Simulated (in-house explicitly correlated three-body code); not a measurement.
# Two electrons around a charge of +2.3: exact states and exact Kohn–Sham parts

System: two electrons around a charge of +2.3. A variational three-body run gives its energies and expectation values, then the exact Kohn–Sham parts of the ground state and the errors of common functionals.

Program: in-house explicitly correlated three-body code version 1. Level of theory: two electrons, non-relativistic, variational in exponentially correlated functions. These are calculated values, not measurements, unless marked.

## (1) What is computed

| Property | Result |
| --- | --- |
| charge of the centre | +2.3 |
| mass of the centre | infinite |
| interactions | Coulomb |
| basis | 260 functions exp(−a r1 − b r2 − g r12) a state, exponent ranges optimised |
| units | hartree and bohr; relativity and QED are left out |

## (2) Input and results

Settings:

```ini
Z = 2.3
interaction_strength = 1.0
functions = 260
states_tried = 13
```

Run with:

```console
$ python run_hyl.py task.json out
```

Q: Predict the outcome of this session. Wanted: ground-state energy; binding of the second electron; ⟨r12⟩, ⟨cos θ12⟩; resonance line 1 ¹S–2 ¹P; polarisability of the ground state; Ts, Ex, Ec; exact less Hartree–Fock.

As calculated:

| quantity | value |
| --- | --- |
| ground-state energy | -4.00666745 hartree |
| binding of the second electron | 37.053 eV |
| ⟨r12⟩, ⟨cos θ12⟩ | 1.190 bohr, -0.0563 |
| resonance line 1 ¹S–2 ¹P | 31.371 eV, f = 0.3446 |
| polarisability of the ground state | 0.68375 bohr³ |
| Ts, Ex, Ec (Kohn–Sham) | 3.96880, -1.21273, -0.04264 hartree |
| exact less Hartree–Fock | -0.04260 hartree |

In words: The second electron is bound by 37.05 eV, and the mean cosine of -0.056 shows the electrons leaning only slightly to opposite sides. The virial ratio −T/E is 1.0000000, where an exact Coulomb state gives 1. Exchange puts 2 ³S 1.12 eV under 2 ¹S. On the exact density BP86 errs least (+0.3 millihartree) and LDA PW92 most (+90.8). Self-consistent top levels of the semilocal functionals lie +9.7 to +11.2 eV from minus the binding energy, the exact Kohn–Sham level.
